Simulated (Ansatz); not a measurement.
# C6H5F2: the cost of one run

Program: Ansatz 0.2.0. Level of theory: the levels named in each step. These are calculated values, not measurements.

### Step 1. The structure to begin with

Bond lengths: F1–C2 1.317 Å, C2–C3 1.395 Å, C3–C4 1.400 Å, C4–C5 1.367 Å, C5–C6 1.460 Å, C2–C7 1.388 Å, C6–C7 1.462 Å, C7–F8 1.305 Å, C3–H9 1.083 Å, C4–H10 1.080 Å, C5–H11 1.081 Å, C6–H12 1.106 Å, C6–H13 1.107 Å. Angles (14 of 21 angles, heavy atoms first): F1–C2–C3 119.9°, F1–C2–C7 120.3°, C3–C2–C7 119.9°, C2–C3–C4 121.3°, C3–C4–C5 120.5°, C4–C5–C6 121.4°, C5–C6–C7 115.9°, C2–C7–C6 121.1°, C2–C7–F8 121.4°, C6–C7–F8 117.6°, C2–C3–H9 118.0°, C4–C3–H9 120.7°, C3–C4–H10 118.9°, C5–C4–H10 120.7°.

As a file:

```xyz
13

F     1.8052   -1.1013    0.2601
C     0.8230   -0.2360    0.1143
C     1.0951    1.1325    0.1278
C     0.0745    2.0788   -0.0273
C    -1.2215    1.6786   -0.1971
C    -1.5847    0.2644   -0.2192
C    -0.4820   -0.6801   -0.0520
F    -0.7699   -1.9525   -0.0637
H     2.1233    1.4454    0.2621
H     0.3291    3.1282   -0.0103
H    -2.0136    2.4041   -0.3201
H    -2.3711    0.0550    0.5302
H    -2.1441    0.0255   -1.1439
```

### Step 2. A rough first relaxation, PBE-D4/def2-SVP

The input, input.yaml:

```yaml
crystal:
  periodic: [false, false, false]
  atoms:
    - { symbol: F, position_ang: [1.80522, -1.10132, 0.26011] }
    - { symbol: C, position_ang: [0.82301, -0.23602, 0.11428] }
    - { symbol: C, position_ang: [1.09513, 1.13252, 0.12775] }
    - { symbol: C, position_ang: [0.07446, 2.07877, -0.02729] }
    - { symbol: C, position_ang: [-1.22154, 1.67856, -0.19708] }
    - { symbol: C, position_ang: [-1.58466, 0.26443, -0.21922] }
    - { symbol: C, position_ang: [-0.48196, -0.68014, -0.05197] }
    - { symbol: F, position_ang: [-0.76989, -1.95246, -0.06369] }
    - { symbol: H, position_ang: [2.12325, 1.44541, 0.26211] }
    - { symbol: H, position_ang: [0.32907, 3.12823, -0.01026] }
    - { symbol: H, position_ang: [-2.01356, 2.40414, -0.32014] }
    - { symbol: H, position_ang: [-2.37113, 0.055, 0.53021] }
    - { symbol: H, position_ang: [-2.14414, 0.02548, -1.14385] }
total_charge: 1
basis:
  gaussian: { orbitals: def2-SVP }
hamiltonian:
  xc: pbe
  dispersion: d4
relax:
  f_tol: 0.03
  max_steps: 200
```

On the command line:

```bash
$ ansatz run input.yaml --threads 4 --pin off --max-ram 10240MiB --backend cpu --events-out ev --progress --plain --runs-dir out
```

**Question.** How long does this run take on 4 threads of AMD EPYC (Zen 3), shared host, and how much memory does it need?

About 28 s, with a peak of 0.2 GiB.
